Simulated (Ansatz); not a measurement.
# CH₄ClFSn: one species, many methods

Aim: compute CH₄ClFSn with functionals from several rungs and with coupled cluster, and see how far each lands from CCSD(T) at the basis-set limit for the atomisation energy.

Program: Ansatz 0.2.0, Gaussian basis. Level of theory: functionals in def2-TZVPP, the program's frozen cores in correlated methods. These are calculated values, not measurements.

The runs, in order: LDA (SPW92), PBE-D4, revPBE-D4, BLYP-D4, r2SCAN-D4, B97M-V, PBE0-D4, B3LYP-D4, r2SCANh-D4, r2SCAN0-D4, HSE06-D4, BHLYP-D4, CAM-B3LYP-D4, LC-ωPBE, ωB97X-V, ωB97M-V, B2PLYP, PBE-QIDH; CCSD(T)/def2-SVP; CCSD(T)/def2-TZVPP; MP2/def2-QZVPP; extrapolation to the limit; RPA on PBE.

1 further run of the same task is left out (for a known fault of the program).

## (1) Structure used throughout

All runs share one geometry, relaxed beforehand with PBE0-D4 in a triple-zeta def2 set. Sn takes the def2 core potential; no spin-orbit term is included.

SMILES `[F][SnH2][CH2]Cl`, 8 atoms, charge 0, spin multiplicity 1.

Atoms are counted from 1 here; the program's logs count them from 0.

Bond lengths: F1–Sn2 1.931 Å, Sn2–C3 2.145 Å, Sn2–H5 1.700 Å, Sn2–H6 1.700 Å, C3–Cl4 1.784 Å, C3–H7 1.088 Å, C3–H8 1.088 Å. Angles: F1–Sn2–C3 104.1°, F1–Sn2–H5 105.5°, F1–Sn2–H6 105.5°, C3–Sn2–H5 112.5°, C3–Sn2–H6 112.5°, H5–Sn2–H6 115.6°, Sn2–C3–Cl4 107.9°, Sn2–C3–H7 111.5°, Sn2–C3–H8 111.5°, Cl4–C3–H7 108.2°, Cl4–C3–H8 108.2°, H7–C3–H8 109.5°.

Geometry (Å):

```xyz
8

F    -2.11834    1.04513    0.36463
Sn   -0.30069    0.92523   -0.27477
C     0.32916   -1.04243    0.30158
Cl    2.01201   -1.26229   -0.24675
H    -0.40053    1.10767   -1.96198
H     0.55008    2.14687    0.54605
H    -0.28393   -1.80964   -0.16643
H     0.30445   -1.16764    1.38197
```

## (2) LDA

This LDA is Slater exchange with PW92 correlation.

File in.yaml:

```yaml
crystal:
  periodic: [false, false, false]
  atoms:
    - {symbol: F, position_ang: [-2.118339, 1.045125, 0.364631]}
    - {symbol: Sn, position_ang: [-0.300692, 0.925230, -0.274768]}
    - {symbol: C, position_ang: [0.329159, -1.042426, 0.301581]}
    - {symbol: Cl, position_ang: [2.012009, -1.262292, -0.246747]}
    - {symbol: H, position_ang: [-0.400533, 1.107675, -1.961979]}
    - {symbol: H, position_ang: [0.550078, 2.146871, 0.546046]}
    - {symbol: H, position_ang: [-0.283930, -1.809639, -0.166430]}
    - {symbol: H, position_ang: [0.304447, -1.167644, 1.381965]}
basis:
  gaussian: {orbitals: def2-TZVPP}
hamiltonian: {xc: lda}
output: {orbitals: {seedname: orbitals}}
```

The run is started by

```console
ansatz run in.yaml --threads 4 --pin off --events-out ev --progress --plain --max-ram 10444MiB
```

After this run come: PBE-D4 (GGA); revPBE-D4 (GGA); BLYP-D4 (GGA); r2SCAN-D4 (meta-GGA); B97M-V (meta-GGA); PBE0-D4 (hybrid); B3LYP-D4 (hybrid); r2SCANh-D4 (hybrid); r2SCAN0-D4 (hybrid); HSE06-D4 (hybrid); BHLYP-D4 (hybrid); CAM-B3LYP-D4 (range-separated); LC-ωPBE (range-separated); ωB97X-V (range-separated); ωB97M-V (range-separated); B2PLYP (double hybrid); PBE-QIDH (double hybrid); CCSD(T) in def2-SVP; CCSD(T) in def2-TZVPP; MP2 in def2-QZVPP; RPA on PBE orbitals.

Before running them: what should the planned runs give, taken together? Wanted: atomisation energy, CCSD(T)/CBS; farthest beyond LDA; mean size of error, GGA; mean size of error, meta-GGA; mean size of error, hybrid; mean size of error, range-separated; mean size of error, double hybrid; gap, smallest and largest; T1 diagnostic.

**Answer**, as computed:

| quantity | value |
| --- | --- |
| atomisation energy, CCSD(T)/CBS | 2435.5 kJ/mol |
| functionals within 24.4 kJ/mol (1.0 %) | PBE-D4, r2SCAN-D4, B97M-V, CAM-B3LYP-D4, ωB97X-V, ωB97M-V |
| farthest beyond LDA | BHLYP-D4 (-114.9 kJ/mol) |
| mean size of error, GGA | 36.8 kJ/mol |
| mean size of error, meta-GGA | 15.6 kJ/mol |
| mean size of error, hybrid | 56.9 kJ/mol |
| mean size of error, range-separated | 20.6 kJ/mol |
| mean size of error, double hybrid | 57.5 kJ/mol |
| gap, smallest and largest | 5.10 eV (LDA (SPW92)), 12.18 eV (LC-ωPBE) |
| T1 diagnostic | 0.0125 |
| triples share of the correlation energy | 3.3 % |

In words: The LDA atomisation energy is off by 350.0 kJ/mol (14 %): it overbinds. PBE-D4 is off by +11.5 kJ/mol. Double hybrids carry the basis error of their MP2 part in triple zeta, and no dispersion term here, so their miss is partly the set-up's. The rungs meta-GGA, range-separated miss on average by less than the doubt on the reference (24.4 kJ/mol), so they tie. The reference freezes the cores and leaves out spin-orbit coupling and excitations past (T), and its outer-core shells are covered unevenly, so misses under about 24.4 kJ/mol can't be ranked. All levels share the lack of spin-orbit coupling, which lowers the free heavy atoms and so the true binding. Hartree-Fock recovers 70 % of the binding; the rest is correlation. CCSD(T) in def2-SVP is off by -198.0 kJ/mol, so the small basis spoils what the method gains. Orbital gaps span 5.1 to 12.2 eV; exact exchange widens them. Correlated methods include outer-core shells of Sn, which these sets cover unevenly.
